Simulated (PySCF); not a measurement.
# C9H12O3S: the cost of one run

Computed with PySCF 2.14.0 and routines of our own; the level stands in each step. Atoms count from 0.

## (1) The system as given

25 atoms, charge 0, multiplicity 1; geometry from: GFN2-xTB.

## (2) NMR shifts: GIAO KT3/pcSseg-1

The job: settings as JSON, then the geometry in Å.

```
{"job": {"kind": "nmr", "xc": "KT3", "basis": "pcSseg-1", "pop": false}, "charge": 0, "multiplicity": 1}
C      3.767691     0.704321     0.736972
C      2.574718    -0.236940     0.696176
O      2.341805    -0.632595    -0.643653
S      1.252028    -1.801711    -0.848482
O      1.441273    -2.804464     0.156855
O      1.324670    -2.165287    -2.223743
C     -0.250205    -0.903792    -0.529000
C     -1.014391    -1.179728     0.584533
C     -2.140752    -0.412276     0.835059
C     -2.489984     0.630926    -0.016523
C     -3.702623     1.468077     0.247934
C     -1.699652     0.886216    -1.135505
C     -0.580476     0.117807    -1.396491
H      3.576902     1.567489     0.104620
H      3.937497     1.035684     1.757646
H      4.656037     0.196639     0.372717
H      1.675016     0.263820     1.081593
H      2.752441    -1.137605     1.293562
H     -0.714618    -1.985867     1.234905
H     -2.750101    -0.621205     1.702348
H     -3.502604     2.515661     0.033110
H     -4.521464     1.148598    -0.396560
H     -4.023315     1.372590     1.281584
H     -1.964876     1.695940    -1.799536
H      0.048424     0.292190    -2.254723
```

Level: GIAO KT3/pcSseg-1 NMR shielding, non-relativistic, gas phase.

Run with:

```sh
OMP_NUM_THREADS=1 python large_run.py task.json out
```

One launch serves the whole session: the jobs run in the order shown.

**Question.** How long does this job take on 1 thread of AMD EPYC 7R43, shared host, and how much memory does it need?

About 24 s, with a peak of 0.51 GiB.
